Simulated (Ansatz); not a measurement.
# ClHf: the cost of one run

Program: Ansatz 0.2.0, Gaussian basis. Level of theory: def2-TZVPP, core rule «outside noble gas», up to 9 orbitals frozen. These are calculated values, not measurements.

Plan: UHF; ROHF; CCSD(T) on UHF.

**1. What is computed**

The geometry is a PBE0/def2-TZVP stationary point (not a proven minimum) of the parent state, kept for this charge and spin. No spin-orbit coupling is included. Elements past krypton take def2 core potentials.

2 atoms, charge 1, spin multiplicity 7.

Atoms are counted from 1 here; the program's logs count them from 0.

Bond lengths: Hf1–Cl2 3.106 Å.

**2. UHF**

Contents of in.yaml:

```yaml
crystal:
  periodic: [false, false, false]
  atoms:
    - {symbol: Hf, position_ang: [0.000000, 0.000000, 0.000000]}
    - {symbol: Cl, position_ang: [0.000000, 0.000000, 3.105600]}
basis:
  gaussian: {orbitals: def2-TZVPP}
total_charge: 1
magnetization: {spin_polarized: true, initial_magnetization: 6}
hamiltonian: {xc: hf}
output: {orbitals: {seedname: orbitals}}
```

The run is started by

```bash
ansatz run in.yaml --threads 1 --pin off --events-out ev --progress --plain --max-ram 4096MiB --backend cpu
```

Q: Estimate wall time and peak memory on 1 thread of AMD EPYC 7R13, shared host.

About 13 s, with a peak of 0.25 GiB.
